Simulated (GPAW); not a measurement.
## YbH3 in GPAW: convergence with density grid spacing (A)

Input of the first run (density grid spacing (A) 0.24); the others differ in this setting and in those tied to it:

The input run.py:

```python
from ase import Atoms
from ase.dft.bandgap import bandgap
from ase.io import write
from ase.units import GPa
from gpaw import GPAW, PW

atoms = Atoms(['Yb', 'H', 'H', 'H'],
              cell=[[0.0, 2.604971, 2.604971],
                    [2.604971, 0.0, 2.604971],
                    [2.604971, 2.604971, 0.0]],
              scaled_positions=[[0.0, 0.0, 0.0],
                                [0.5, 0.5, 0.5],
                                [0.25, 0.25, 0.25],
                                [0.75, 0.75, 0.75]],
              pbc=True)
atoms.set_initial_magnetic_moments([1.0, 0.0, 0.0, 0.0])

calc = GPAW(mode=PW(800),
            h=0.24,
            xc='PBE',
            kpts={'size': (7, 7, 7), 'gamma': True},
            occupations={'name': 'fermi-dirac', 'width': 0.05},
            nbands=29,
            convergence={'density': 1e-05, 'energy': 1e-05},
            maxiter=100,
            txt='gpaw.txt')
atoms.calc = calc
energy = atoms.get_potential_energy()
forces = atoms.get_forces()
stress = atoms.get_stress()
calc.write('gs.gpw')
write('result.traj', atoms)
print(f'Energy: {energy:.6f} eV')
print('Forces (eV/A):')
print(forces.round(4))
print('Stress (GPa):', (stress / GPa).round(3))
print('Moments:', calc.get_magnetic_moments().round(3))
print('Fermi level:', round(calc.get_fermi_level(), 4), 'eV')
print(f'Gap: {bandgap(calc)[0]:.4f} eV, direct: {bandgap(calc, direct=True)[0]:.4f} eV')
```

Potentials or basis: GPAW PAW data sets (gpaw-data 1.2.1), pw.

Launch:

```sh
$ OMP_NUM_THREADS=1 python run.py
```

The cell comes from a database or a generator and needn't be the stable form of this composition.

Hardware: 1 thread of Arm Neoverse V1, on a shared host.

```
density grid spacing (A)  energy less the tightest run, at zero smearing (meV/atom)  pressure (GPa)  SCF cycles  CPU time (s)  peak memory (GiB)
                    0.24                                                      -0.28           -4.52          14            36               0.19
                     0.2                                                       0.03           -4.60          14            42                0.2
                    0.17                                                      -0.03           -4.60          14            65               0.22
                    0.15                                                      -0.03           -4.60          14            60               0.22
                    0.13                                                      -0.01           -4.60          14           110               0.26
                    0.11                                                       0.00           -4.60          14           160               0.31
                    0.09                                                       0.00           -4.60          14           250               0.41
```

Against the tightest run, the energy stays within 1 meV/atom from 0.24 on; the pressure stays within 0.1 GPa from 0.24 on. The tightest run that finished is the yardstick and may itself not be fully converged.

Caveat, for the tightest run too: one-centre terms of the f shell are cut off; spin-orbit coupling is left out, which moves the levels of the heavy elements; without U or exact exchange the open f shell lies at the Fermi level, which spoils levels, moments and volumes. The state reached can hang on the start; a lower one may exist.
